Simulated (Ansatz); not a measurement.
# CH4GeSe: the cost of one run

All numbers are computed with Ansatz 0.2.0, driven from Python. The levels of theory stand in the script.

### Step 1. Starting point

Bond lengths: C1–Ge2 1.881 Å, C1–Se3 1.856 Å, Ge2–Se3 2.434 Å, C1–H4 1.118 Å, C1–H5 1.111 Å, Ge2–H6 1.561 Å, Ge2–H7 1.577 Å. Angles: C1–Ge2–Se3 48.9°, C1–Ge2–H6 117.1°, C1–Ge2–H7 114.6°, Se3–Ge2–H6 112.2°, Se3–Ge2–H7 112.8°, H6–Ge2–H7 126.0°, Ge2–C1–Se3 81.3°, Ge2–C1–H4 109.9°, Ge2–C1–H5 116.4°, Se3–C1–H4 113.9°, Se3–C1–H5 117.6°, H4–C1–H5 113.6°, C1–Se3–Ge2 49.8°.

No structure file is read: the coordinates are typed or built in the script.

### Step 2. Script

Contents of cas_ch4gese.py:

```python
"""Active-space calculation on CH4GeSe."""

import logging
import sys

import ansatz as az

logging.basicConfig(stream=sys.stdout, format="%(levelname)s %(message)s")
log = logging.getLogger("ansatz_job")
log.setLevel(logging.INFO)

molecule = (
    az.Crystal.molecule()
    .atom("C", (-0.5973, -0.2818, -0.6428))
    .atom("Ge", (0.6758, 0.4089, 0.5566))
    .atom("Se", (-0.6088, -1.6584, 0.6015))
    .atom("H", (-1.5184, 0.3511, -0.627))
    .atom("H", (-0.236, -0.5163, -1.6674))
    .atom("H", (0.171, 1.441, 1.6131))
    .atom("H", (2.1749, 0.1874, 0.1204))
)

model = (
    molecule.calculation()
    .basis(gaussian="def2-SVP")
    .accuracy("medium")  # preset for grids and thresholds
    .correlation(active_electrons=2, active_orbitals=2)
)
for method in [None, "sc_nevpt2"]:
    summary = (model if method is None else model.correlation(method)).run(threads=1).report
    space = summary["configurations"]
    state = space["states"][0]
    print(method or "casscf", f"total {summary['free_energy_ev'] / 27.211386246:.6f} Ha, active-space state {state['energy']['hartree']:.6f} Ha, mean field {summary['reference_energy_ev'] / 27.211386246:.6f} Ha")
    print("  determinants", state["n_determinants"], " natural occupations", [round(n, 3) for n in space["natural_occupations"]])
print("effectively unpaired electrons, sum of min(n, 2 - n):", round(sum(min(n, 2 - n) for n in space["natural_occupations"]), 3))
```

### Step 3. The run

Launch:

```sh
$ python cas_ch4gese.py
```

**Question.** How long does this script take on 1 thread of Intel Xeon Platinum 8488C (Sapphire Rapids), shared host, and how much memory does it need?

About 26 s, with a peak of 0.33 GiB.
